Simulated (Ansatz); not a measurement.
# NaZn4As3: the cost of one run

Method: reference: DFT r2SCAN, plane waves, PAW, scalar-relativistic, no spin polarisation, in Ansatz 0.2.0.

### Step 1. Starting point

Symmetry: R-3m, No. 166, trigonal system. The conventional cell has a = 4.136 Å, b = 4.136 Å, c = 32.594 Å, α = 90.00°, β = 90.00°, γ = 120.00°. Na (site symmetry -3m) has 6 As at 3.07 Å and 6 Zn at 3.41 Å as nearest neighbours. Zn (site symmetry 3m) is surrounded by 4 As at 2.44 to 3.00 Å. Zn (site symmetry 3m) has 4 As at 2.43 to 2.62 Å as nearest neighbours. Around As (site symmetry 3m) lie 4 Zn at 2.43 to 2.44 Å and 3 Na at 3.07 Å. As (site symmetry -3m) has 8 Zn at 2.62 to 3.00 Å as nearest neighbours.

Coordinates:

```
CELL_PARAMETERS angstrom
2.06785 3.58162 0.00000
-2.06785 3.58162 0.00000
0.00000 -2.38775 10.86480
ATOMIC_POSITIONS crystal
Na 0.50000 0.50000 0.50000
Zn 0.09206 0.09206 0.27618
Zn 0.90794 0.90794 0.72382
Zn 0.30060 0.30060 0.90180
Zn 0.69940 0.69940 0.09820
As 0.22599 0.22599 0.67797
As 0.77401 0.77401 0.32203
As 0.00000 0.00000 0.00000
```

### Step 2. Reference

File input.yaml:

```yaml
crystal:
  lattice:
    - [2.067851, 3.581617, 0.0]
    - [-2.067851, 3.581617, 0.0]
    - [0.0, -2.387745, 10.864804]
  atoms:
    - { symbol: Na, position: [0.5, 0.5, 0.5] }
    - { symbol: Zn, position: [0.09206, 0.09206, 0.27618] }
    - { symbol: Zn, position: [0.90794, 0.90794, 0.72382] }
    - { symbol: Zn, position: [0.3006, 0.3006, 0.9018] }
    - { symbol: Zn, position: [0.6994, 0.6994, 0.0982] }
    - { symbol: As, position: [0.22599, 0.22599, 0.67797] }
    - { symbol: As, position: [0.77401, 0.77401, 0.32203] }
    - { symbol: As, position: [0.0, 0.0, 0.0] }
  symmetry: { tolerance: 0.0003 }
kpoints:
  mp_grid: { grid: [5, 5, 5], shift: [0, 0, 0] }
magnetization:
  spin_polarized: false
scf:
  occupations: { method: fermi_dirac, width: 0.0189 }
hamiltonian:
  pseudopotentials: { kind: paw }
  xc: r2scan
basis:
  ecutwfc: 500
output:
  forces: true
  stress: true
  eigenvalues: true
```

The run is started by

```
> ansatz run input.yaml --threads 1 --pin off --max-ram 2560MiB --backend cpu --events-out ev --progress --plain --runs-dir out
```

Q: Estimate wall time and peak memory on 1 thread of Intel Xeon Platinum 8488C (Sapphire Rapids), shared host.

About 19 s, with a peak of 0.97 GiB.
